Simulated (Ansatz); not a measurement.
## LuCd, space group Pm-3m: a convergence test of the plane-wave cutoff, step by step

With the Ansatz DFT code, driven from Python.

The script reads `POSCAR_lucd`:
```text
LuCd
1.0
   3.64099005    0.00000000    0.00000000
   0.00000000    3.64099005    0.00000000
   0.00000000    0.00000000    3.64099005
Lu Cd
1 1
Direct
   0.50000000    0.50000000    0.50000000
   0.00000000    0.00000000    0.00000000
```

Notebook, run cell by cell (the value of a cell's last expression is shown):

```python
import ansatz as az
from ase.io import read
from tabulate import tabulate
```

```python
atoms = read("POSCAR_lucd", format="vasp")
structure = az.Crystal.from_ase(atoms)
```

```python
[site.symbol for site in structure.resolved().sites]
```

    ['Lu', 'Cd']

```python
calc = (
    structure.calculation()
    .occupations("cold", width=0.15)
    .functional("LDA")
    .kpoints(8, 8, 8, center="gamma")
)
```

```python
rows = []
for value in [250, 325, 400, 475, 550]:
    report = calc.basis(value).run(threads=1, backend="cpu").report
    rows.append((value, report["free_energy_ev"] / len(report["lattice"]["sites"]), report["n_iterations"], report["n_pw"]))
```

    DeckWarning: basis.ecutwfc = 250 eV is below the records' recommended 420 eV, and the density's cutoff is lower with it unless basis.ecutrho_ratio is high enough to keep the records' density cutoff: compare with a run at a higher cutoff
    DeckWarning: basis.ecutwfc = 325 eV is below the records' recommended 420 eV, and the density's cutoff is lower with it unless basis.ecutrho_ratio is high enough to keep the records' density cutoff: compare with a run at a higher cutoff
    DeckWarning: basis.ecutwfc = 400 eV is below the records' recommended 420 eV, and the density's cutoff is lower with it unless basis.ecutrho_ratio is high enough to keep the records' density cutoff: compare with a run at a higher cutoff

```python
print(tabulate(rows, headers=["cutoff (eV)", "F/atom (eV)", "iterations", "plane waves"], floatfmt=".4f", tablefmt="github"))
```

    |   cutoff (eV) |   F/atom (eV) |   iterations |   plane waves |
    |---------------|---------------|--------------|---------------|
    |           250 |   -11304.4944 |            8 |           461 |
    |           325 |   -11305.7102 |            7 |           619 |
    |           400 |   -11305.7288 |            8 |           895 |
    |           475 |   -11305.7299 |            8 |          1141 |
    |           550 |   -11305.7302 |            7 |          1365 |

```python
# differences from the last row
for row in rows[:-1]:
    shift = 1000 * (row[1] - rows[-1][1])
    print(f"{row[0]}: {shift:+.2f} meV/atom" + ("  (within 1 meV)" if abs(shift) < 1 else ""))
```

    250: +1235.85 meV/atom
    325: +20.01 meV/atom
    400: +1.44 meV/atom
    475: +0.30 meV/atom  (within 1 meV)

From 475 eV on it stays within 1 meV an atom of the value at 550 eV; the first row (250 eV) is off by 1235.9 meV and the last but one by 0.30 meV. The energy falls steadily, as expected when plane waves are added.

For a metal this k-point mesh is coarse: on a finer one energies can move by several to tens of meV an atom and pressures by half a GPa or more, differences at one mesh by less. This cell is a computed structure, which may not be the phase found in nature. Warnings are shown shortened and without file and line. Shifts are counted from the last row, which is itself no proven limit. The whole script took 13 s on 1 thread of Arm Neoverse V1, with other jobs on the host, peak memory 0.47 GiB.
